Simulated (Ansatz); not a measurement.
The system is GaF.

```xyz
2
Lattice="0.0000 2.8462 2.8462 2.8462 0.0000 2.8462 2.8462 2.8462 0.0000" Properties=species:S:1:pos:R:3 pbc="T T T"
Ga    1.4231    1.4231    1.4231
F     0.0000    0.0000    0.0000
```

The cell was built by a generator and needn't be a form met in nature.

```yaml
Program: Ansatz 0.2.0
Task: single point
Functional: PBE
Potentials_or_basis: all-electron LAPW, scalar-relativistic
Cutoff: 265 eV (chosen from the basis error)
Basis_error_allowed: 0.001 eV/atom
k_mesh: 8 × 8 × 8
Occupations: fermi-dirac, width 0.05 eV
Spin: no spin polarisation
```

On this cell: pressure 0.0 GPa; largest force zero by symmetry; band gap on the k mesh 2.27 eV, indirect (least direct gap 2.28 eV).

The same run follows on a disturbed copy (atoms moved at random, drawn with an rms of 0.05 Å):

```
CELL_PARAMETERS angstrom
0.00000 2.84624 2.84624
2.84624 0.00000 2.84624
2.84624 2.84624 0.00000
ATOMIC_POSITIONS crystal
Ga 0.24551 0.25659 0.26134
F 0.99587 0.01335 0.99837
```

Question: What changes?

Answer: The energy moves by +0.1 meV/atom; pressure 0.0 GPa; largest force 0.009 eV/Å; band gap on the k mesh 2.27 eV, indirect (least direct gap 2.28 eV).

Forces in eV/Å, atoms in the order of the input:
```
Ga  -0.003 -0.007  0.004
F    0.003  0.007 -0.004
```

A k mesh can miss the band edges.
